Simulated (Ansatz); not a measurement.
# C4H4Se: the cost of one run

Computed with Ansatz 0.2.0 (the levels named in each step, unless a step's input says otherwise).

## (1) Starting point

Bond lengths: C1–C2 1.416 Å, C2–C3 1.357 Å, C3–Se4 1.854 Å, C1–C5 1.357 Å, Se4–C5 1.854 Å, C1–H6 1.077 Å, C2–H7 1.077 Å, C3–H8 1.075 Å, C5–H9 1.075 Å. Angles: C1–C2–C3 114.5°, C1–C2–H7 122.6°, C3–C2–H7 122.9°, C2–C1–C5 114.5°, C2–C1–H6 122.6°, C5–C1–H6 122.9°, C2–C3–Se4 112.2°, C2–C3–H8 126.8°, Se4–C3–H8 121.0°, C3–Se4–C5 86.5°, C1–C5–Se4 112.2°, C1–C5–H9 126.8°, Se4–C5–H9 121.0°.

Structure file:

```xyz
9

C     0.5150   -1.8108   -0.4112
C    -0.8927   -1.6544   -0.4236
C    -1.3216   -0.3988   -0.1412
Se    0.0834    0.7659    0.1844
C     1.2041   -0.6795   -0.1186
H     0.9955   -2.7521   -0.6183
H    -1.5644   -2.4681   -0.6393
H    -2.3413   -0.0609   -0.0974
H     2.2722   -0.5738   -0.0556
```

## (2) A rough first relaxation, PBE-D4/def2-SVP

This run stands in another session on the same molecule. It ended at:

```xyz
9

C     0.5229   -1.8211   -0.4125
C    -0.9026   -1.6623   -0.4266
C    -1.3449   -0.3893   -0.1394
Se    0.0842    0.7730    0.1863
C     1.2289   -0.6751   -0.1171
H     1.0187   -2.7805   -0.6223
H    -1.5932   -2.4899   -0.6473
H    -2.3814   -0.0327   -0.0911
H     2.3174   -0.5546   -0.0506
```

## (3) Relaxation, PBE0-D4/def2-TZVPP

Contents of input.yaml:

```yaml
crystal:
  periodic: [false, false, false]
  atoms:
    - { symbol: C, position_ang: [0.52292402, -1.82108488, -0.41247502] }
    - { symbol: C, position_ang: [-0.90258565, -1.66232308, -0.42660791] }
    - { symbol: C, position_ang: [-1.34487742, -0.38927013, -0.13939787] }
    - { symbol: Se, position_ang: [0.08423303, 0.7730131, 0.18631542] }
    - { symbol: C, position_ang: [1.22885355, -0.67513046, -0.11713314] }
    - { symbol: H, position_ang: [1.01873785, -2.78054165, -0.62234316] }
    - { symbol: H, position_ang: [-1.59315211, -2.48987334, -0.64731404] }
    - { symbol: H, position_ang: [-2.38144164, -0.03269999, -0.0911021] }
    - { symbol: H, position_ang: [2.31741836, -0.55455958, -0.05058218] }
basis:
  gaussian: { orbitals: def2-TZVPP }
hamiltonian:
  xc: pbe0
  dispersion: d4
relax:
  f_tol: 0.002
  max_steps: 150
```

Command:

```
ansatz run input.yaml --threads 4 --pin off --max-ram 10240MiB --backend cpu --events-out ev --progress --plain --runs-dir out
```

What time and memory should one allow on 4 threads of Intel Xeon 6975P-C (Granite Rapids), shared host?

About 14 s, with a peak of 0.68 GiB.
